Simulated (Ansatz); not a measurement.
# AgRh (P-6m2) in Ansatz: further runs

One crystal, AgRh, is run at these levels: PBE; tasks: single point.

Everything below comes from runs of Ansatz 0.2.0. Logs are shortened: lines on timing, memory, paths and dates and some standing lists are left out, and cuts for length are marked.

## Step 1: The structure

It takes space group P-6m2 (No. 187, hexagonal). The conventional cell has a = 2.778 Å, b = 2.778 Å, c = 4.809 Å, α = 90.00°, β = 90.00°, γ = 120.00°. Ag (site symmetry -6m2) has 6 Ag at 2.78 Å and 6 Rh at 2.89 Å as nearest neighbours. Rh (site symmetry -6m2) has 6 Rh at 2.78 Å and 6 Ag at 2.89 Å as nearest neighbours.

The cell comes from a database or a generator and needn't be the stable form of this composition.

## Step 2: Single point, PBE, 15.10 Å³/atom (volume scaled by 0.94)

Input file input.yaml:

```yaml
crystal:
  lattice:
    - [2.7208868163, 0.0, 0.0]
    - [-1.3604434081, 2.3563571037, 0.0]
    - [0.0, 0.0, 4.7104397215]
  atoms:
    - { symbol: Ag, position: [0.0, 0.0, 0.5] }
    - { symbol: Rh, position: [0.6666666667, 0.3333333333, 0.0] }
kpoints:
  mp_grid: { grid: [11, 11, 6] }
scf:
  occupations: { method: fermi_dirac, width: 0.05 }
hamiltonian:
  xc: pbe
  pseudopotentials: { kind: all_electron, lapw: { basis_error: 0.0005 } }
output:
  forces: true
  stress: true
  eigenvalues: true
```

Potentials or basis: all-electron LAPW, scalar-relativistic.

The run is started by

```bash
ansatz run input.yaml --threads 1 --pin off --max-ram 3072MiB --backend cpu --events-out ev --progress --plain --runs-dir out
```

Standard output:

```text
Warning: RAYON_NUM_THREADS=1 ignored (pool sized by the plan → 1); use --threads N
LAPW: plane waves up to 8.813 Å⁻¹, error target 5.0e-4 eV per atom; small_component_spin mean_spin; Rh in spheres of 1.360 Å, 27 of its electrons in bands, Dirac shells []; Ag in spheres of 1.360 Å, 29 of its electrons in bands, Dirac shells [] (how accurate: hamiltonian.pseudopotentials.lapw.basis_error, Limitations)
Engine: ansatz 0.2.0, aarch64-unknown-linux-gnu
Pseudopotentials: kind: all_electron
Pseudopotential: Ag, LAPW, valence charge 29, lapw/all_electron/scalar/gaussian/Ag, Koelling and Harmon's equation, gaussian nucleus
Pseudopotential: Rh, LAPW, valence charge 27, lapw/all_electron/scalar/gaussian/Rh, Koelling and Harmon's equation, gaussian nucleus
Functional definition: PBE
  parameter kappa = 0.804
  parameter beta = 0.06672455060314922
  exchange = pbe_x(kappa = kappa, mu = beta*pi^2/3)
  correlation = pbe_c(beta = beta)
Crystal: 2 atoms, lattice volume = 30.200 Å³
Basis set: ecut = 295.90035284514573 eV, 337 PW (Γ), exchange–correlation at level 2
Bands: 34, of which v1, the nominal top of the filled ones, is band 28 counted from 1 (27 counted from 0)
Symmetry: 12 space group operations
Space group: P-6m2 (ITA 187), of the structure as read, at distance tolerance 3.1e-5 Å
k-points: 64 of 726 (time reversal used)
Non-local potential: Ag, projectors of the file, none
Non-local potential: Rh, projectors of the file, none
Initial density: superposition of atomic densities (chi_scale 0.1, normalization cell, long waves kept (reshape's long-wave potential 0.01 eV rms))
Initial wavefunctions: plane waves of lowest kinetic energy (no species holds an atomic orbital)
Functional: x = pbe(κ = 0.804, μ = 0.2195149727645171), c = pbe(β = 0.06672455060314922)
iter 1 solved again at ethr=1.30e-3 eV; its pass at ethr=1.00e-1 eV (dr2=7.31e-1 eV) is discarded
SCF iter   1: F=—  HF=-274843.789367 eV  |F-HF|=—  |Δ(HF+E_count)|=         —  Δρ=3.54e-2  dr2=7.31e-1  ethr=1.30e-3  ⟨swp⟩=2.1  Hψ=13654  notcnv=0
preconditioner: auto → Kerker (q_TF=auto, 3.024 Å⁻¹)  [metal: Δε(μ)=0.020 eV  Ē_g=11.805 eV  σ=0.050 eV  W_gap=0.10  n_scr=22 (ndim 8)  ℏωp=30.2 eV  f_vac=0.000  D(μ)=3.67/eV (n_scr^D=42)]
iter 2 solved again at ethr=9.93e-5 eV; its pass at ethr=1.30e-3 eV (dr2=5.56e-2 eV) is discarded
SCF iter   2: F=—  HF=-274843.204163 eV  |F-HF|=—  |Δ(HF+E_count)|=   5.85e-1  Δρ=9.30e-3  dr2=5.56e-2  ethr=9.93e-5  ⟨swp⟩=2.0  Hψ=10779  notcnv=0
SCF iter   3: F=—  HF=-274843.093074 eV  |F-HF|=—  |Δ(HF+E_count)|=   1.11e-1  Δρ=1.41e-2  dr2=2.31e-1  ethr=9.93e-5  ⟨swp⟩=2.0  Hψ=6552  notcnv=0
SCF iter   4: F=—  HF=-274843.063447 eV  |F-HF|=—  |Δ(HF+E_count)|=   2.96e-2  Δρ=9.04e-3  dr2=7.04e-2  ethr=9.93e-5  ⟨swp⟩=2.0  Hψ=5851  notcnv=0
SCF iter   5: F=—  HF=-274843.047038 eV  |F-HF|=—  |Δ(HF+E_count)|=         —  Δρ=5.22e-3  dr2=3.55e-2  ethr=9.93e-5  ⟨swp⟩=2.0  Hψ=5757  notcnv=0
the basis was enlarged: its passes take 191.5 KiB over the memory plan, 1 of 1 planned eigensolver slots
SCF iter   6: F=—  HF=-274843.039855 eV  |F-HF|=—  |Δ(HF+E_count)|=   7.18e-3  Δρ=1.21e-3  dr2=3.83e-4  ethr=6.35e-5  ⟨swp⟩=2.0  Hψ=5999  notcnv=0
SCF iter   7: F=—  HF=-274843.039538 eV  |F-HF|=—  |Δ(HF+E_count)|=   3.17e-4  Δρ=3.41e-4  dr2=2.48e-5  ethr=6.84e-7  ⟨swp⟩=2.0  Hψ=6257  notcnv=0
SCF iter   8: F=—  HF=-274843.039528 eV  |F-HF|=—  |Δ(HF+E_count)|=   9.80e-6  Δρ=1.83e-4  dr2=2.16e-5  ethr=4.43e-8  ⟨swp⟩=2.0  Hψ=6258  notcnv=0
SCF iter   9: F=—  HF=-274843.039527 eV  |F-HF|=—  |Δ(HF+E_count)|=   1.64e-6  Δρ=8.20e-5  dr2=5.96e-6  ethr=3.85e-8  ⟨swp⟩=2.0  Hψ=6257  notcnv=0
SCF iter  10: F=—  HF=-274843.039525 eV  |F-HF|=—  |Δ(HF+E_count)|=   1.57e-6  Δρ=2.02e-5  dr2=2.54e-7  ethr=1.06e-8  ⟨swp⟩=2.0  Hψ=6257  notcnv=0
SCF iter  11: F=-274843.039525 eV  HF=-274843.039525 eV  |F-HF|=1.10e-8  |Δ(HF+E_count)|=   5.05e-8  Δρ=6.30e-6  dr2=1.28e-8  ethr=4.53e-10  ⟨swp⟩=2.0  Hψ=6257  notcnv=0
SCF 1 converged in 11 iterations: F = -274843.039525 eV  dr2 = 1.28e-8
SCF converged after 11 iterations
Free energy (F): -274843.039525 eV
Harris-Foulkes:  -274843.039525 eV  (|F-HF|=1.10e-8)
Internal energy: -274843.015308 eV  (E = F + TS)
E sigma→0 (E₀):  -274843.027417 eV
Entropy (-TS):   -0.024217 eV (-12.108 meV/atom)
Fermi energy:    21.394636 eV
--- Per-component energies (eV) ---
  E_band       = -6322.882646
  E_kinetic    = 286871.275730
  E_xc         = -7847.858315
  E_electrostatic = -553866.432723  (all electrons and nuclei)
  E_smearing   = -0.024217  (= −TS)
  E_closure    = 0.000000  (closes the sum)
  E_atoms      = -274833.611133  (free atoms, spherical and without spin; not in F)
  Σ components = -274843.039525   (vs F -274843.039525, Δ=0.00e0)
  Basis errors (estimates in eV, not in F): energy 1.2e-4 per atom: plane waves 9.7e-5 (5.0e-5 summed), levels above the bands 7.4e-114, relativity 3.0e-8, radial functions 2.3e-5, core shells 2.2e-7; eigenvalues (radial functions only) 4.8e-7; not estimated: angular momenta, meshes, grids; target (lapw.basis_error) 5.0e-4; muffin-tin radii Rh 1.360 Å, Ag 1.360 Å
--- Forces (eV/Å), atoms counted from 1 ---
  atom   1  Ag     0.00000000    -0.00000000     0.00000000
  atom   2  Rh     0.00000000     0.00000000     0.00000000
  max |Σ_I F_I| component: 4.63e-18 eV/Å
--- Stress (GPa, compression-positive) ---
        9.236385      -0.000000       0.000000
       -0.000000       9.236385       0.000000
        0.000000       0.000000       6.519801
  P = ⅓ Tr σ = 8.3309 GPa (83.309 kbar)
--- Band table (eV; the first three rows and the last of 64) ---
  k-point 0: bands = ["-333.5698", "-333.5698", "-333.5560", "-333.5560", "-333.5551", "-274.7246", "-274.7246", "-274.6300", "-274.6300", "-274.6087", "-70.3097", "-56.5928", "-33.7723", "-33.6647", "-33.6647", "-24.3475", "-24.2769", "-24.2769", "13.7946", "15.2912", "16.9243", "16.9243", "17.8954", "18.2165", "18.2165", "19.4514", "19.4514", "21.4324", "21.5380", "21.5380", "27.1916", "38.0241", "38.6879", "40.2110"]
  k-point 1: bands = ["-333.5698", "-333.5698", "-333.5560", "-333.5560", "-333.5551", "-274.7246", "-274.7246", "-274.6300", "-274.6300", "-274.6087", "-70.3097", "-56.5929", "-33.7719", "-33.6647", "-33.6647", "-24.3487", "-24.2769", "-24.2769", "13.9952", "15.3499", "16.9134", "16.9134", "17.8113", "18.1897", "18.1897", "19.5087", "19.5087", "20.5478", "21.5302", "21.5302", "28.4501", "37.4092", "38.9364", "39.8860"]
  k-point 2: bands = ["-333.5698", "-333.5698", "-333.5560", "-333.5560", "-333.5551", "-274.7246", "-274.7246", "-274.6300", "-274.6300", "-274.6087", "-70.3097", "-56.5929", "-33.7710", "-33.6647", "-33.6647", "-24.3510", "-24.2769", "-24.2769", "14.4670", "15.5634", "16.8933", "16.8933", "17.4994", "18.1363", "18.1363", "19.1884", "19.6268", "19.6268", "21.5090", "21.5090", "31.0307", "36.2686", "38.5104", "39.2010"]
  k-point 63: bands = ["-333.5698", "-333.5698", "-333.5560", "-333.5560", "-333.5551", "-274.7246", "-274.7246", "-274.6300", "-274.6300", "-274.6087", "-70.2791", "-56.5206", "-33.8614", "-33.8137", "-33.7362", "-24.6689", "-24.5733", "-24.2725", "16.0876", "16.4011", "16.7241", "16.7376", "17.2262", "18.7502", "19.2829", "19.8177", "20.2298", "21.4446", "26.4927", "28.0281", "28.9521", "30.1937", "30.6085", "31.6651"]
```

Run time: 77 s. Hardware: 1 thread of Arm Neoverse N1, shared host; peak memory 0.4 GiB.

What came out:

- Free energy: -274843.0395 eV
- Pressure: 8.3 GPa
- Band gap on the k mesh: none (metal or under the smearing width)

## Step 3: Single point, PBE, 15.42 Å³/atom (volume scaled by 0.96)

input.yaml, as its differences from that of step 2:

```diff
@@ -2,5 +2,5 @@
   lattice:
-    - [2.7208868163, 0.0, 0.0]
-    - [-1.3604434081, 2.3563571037, 0.0]
-    - [0.0, 0.0, 4.7104397215]
+    - [2.7400486223, 0.0, 0.0]
+    - [-1.3700243112, 2.3729517146, 0.0]
+    - [0.0, 0.0, 4.7436129252]
   atoms:
```

Potentials or basis: all-electron LAPW, scalar-relativistic.

The run is started by

```bash
ansatz run input.yaml --threads 1 --pin off --max-ram 3072MiB --backend cpu --events-out ev --progress --plain --runs-dir out
```

Run time: 77 s. Hardware: 1 thread of Arm Neoverse N1, shared host; peak memory 0.4 GiB.

The run converged. Its results:

```
Free energy            : -274843.0647 eV
Pressure               : 4.3 GPa
Band gap on the k mesh : none (metal or under the smearing width)
```

## Step 4: Single point, PBE, 15.74 Å³/atom (volume scaled by 0.98)

input.yaml, as its differences from that of step 3:

```diff
@@ -2,5 +2,5 @@
   lattice:
-    - [2.7400486223, 0.0, 0.0]
-    - [-1.3700243112, 2.3729517146, 0.0]
-    - [0.0, 0.0, 4.7436129252]
+    - [2.7589461066, 0.0, 0.0]
+    - [-1.3794730533, 2.389317416, 0.0]
+    - [0.0, 0.0, 4.7763285309]
   atoms:
```

The run is started by

```bash
ansatz run input.yaml --threads 1 --pin off --max-ram 3072MiB --backend cpu --events-out ev --progress --plain --runs-dir out
```

It took 77 s on 1 thread of Arm Neoverse N1, shared host; peak memory 0.4 GiB.

It converged, with:

* Free energy: -274843.0747 eV
* Pressure: 0.8 GPa
* Band gap on the k mesh: none (metal or under the smearing width)

## Step 5: Single point, PBE, 16.06 Å³/atom

input.yaml, as its differences from that of step 4:

```diff
@@ -2,5 +2,5 @@
   lattice:
-    - [2.7589461066, 0.0, 0.0]
-    - [-1.3794730533, 2.389317416, 0.0]
-    - [0.0, 0.0, 4.7763285309]
+    - [2.7775881998, 0.0, 0.0]
+    - [-1.3887940999, 2.4054619423, 0.0]
+    - [0.0, 0.0, 4.808602]
   atoms:
```

The run is started by

```bash
ansatz run input.yaml --threads 1 --pin off --max-ram 3072MiB --backend cpu --events-out ev --progress --plain --runs-dir out
```

Run time: 78 s. Hardware: 1 thread of Arm Neoverse N1, shared host; peak memory 0.4 GiB.

Results (log left out):

```
Free energy            : -274843.0714 eV
Pressure               : -2.3 GPa
Band gap on the k mesh : none (metal or under the smearing width)
```

## Step 6: Single point, PBE, 16.39 Å³/atom (volume scaled by 1.02)

input.yaml, as its differences from that of step 5:

```diff
@@ -2,5 +2,5 @@
   lattice:
-    - [2.7775881998, 0.0, 0.0]
-    - [-1.3887940999, 2.4054619423, 0.0]
-    - [0.0, 0.0, 4.808602]
+    - [2.7959833597, 0.0, 0.0]
+    - [-1.3979916799, 2.4213926181, 0.0]
+    - [0.0, 0.0, 4.8404479744]
   atoms:
```

Potentials or basis: all-electron LAPW, scalar-relativistic.

The run is started by

```bash
ansatz run input.yaml --threads 1 --pin off --max-ram 3072MiB --backend cpu --events-out ev --progress --plain --runs-dir out
```

Wall time 77 s (1 thread of Arm Neoverse N1, shared host); peak memory 0.4 GiB.

Results (log left out):

```
Free energy            : -274843.0564 eV
Pressure               : -5.1 GPa
Band gap on the k mesh : none (metal or under the smearing width)
```

## Step 7: Single point, PBE, 16.71 Å³/atom (volume scaled by 1.04)

input.yaml, as its differences from that of step 6:

```diff
@@ -2,5 +2,5 @@
   lattice:
-    - [2.7959833597, 0.0, 0.0]
-    - [-1.3979916799, 2.4213926181, 0.0]
-    - [0.0, 0.0, 4.8404479744]
+    - [2.8141396046, 0.0, 0.0]
+    - [-1.4070698023, 2.4371163874, 0.0]
+    - [0.0, 0.0, 4.8718803355]
   atoms:
```

The run is started by

```bash
ansatz run input.yaml --threads 1 --pin off --max-ram 3072MiB --backend cpu --events-out ev --progress --plain --runs-dir out
```

It took 72 s on 1 thread of Arm Neoverse N1, shared host; peak memory 0.4 GiB.

It converged, with:

* Free energy: -274843.0312 eV
* Pressure: -7.4 GPa
* Band gap on the k mesh: none (metal or under the smearing width)

## Step 8: Single point, PBE, 17.03 Å³/atom (volume scaled by 1.06)

input.yaml, as its differences from that of step 7:

```diff
@@ -2,5 +2,5 @@
   lattice:
-    - [2.8141396046, 0.0, 0.0]
-    - [-1.4070698023, 2.4371163874, 0.0]
-    - [0.0, 0.0, 4.8718803355]
+    - [2.8320645439, 0.0, 0.0]
+    - [-1.416032272, 2.4526398402, 0.0]
+    - [0.0, 0.0, 4.9029122571]
   atoms:
```

The run is started by

```bash
ansatz run input.yaml --threads 1 --pin off --max-ram 3072MiB --backend cpu --events-out ev --progress --plain --runs-dir out
```

Wall time 72 s (1 thread of Arm Neoverse N1, shared host); peak memory 0.4 GiB.

Results (log left out):

| Quantity | Value |
| --- | --- |
| Free energy | -274842.9970 eV |
| Pressure | -9.5 GPa |
| Band gap on the k mesh | none (metal or under the smearing width) |

## Step 9: The reference run

An earlier run on the cell as given: functional PBE; potentials or basis all-electron LAPW, scalar-relativistic; cutoff 263 eV (chosen from the basis error); basis error allowed 0.001 eV/atom; k mesh 11 × 11 × 6; occupations fermi-dirac, width 0.05 eV; no spin polarisation.

* Pressure: -2.3 GPa
* Band gap on the k mesh: none (metal or under the smearing width)
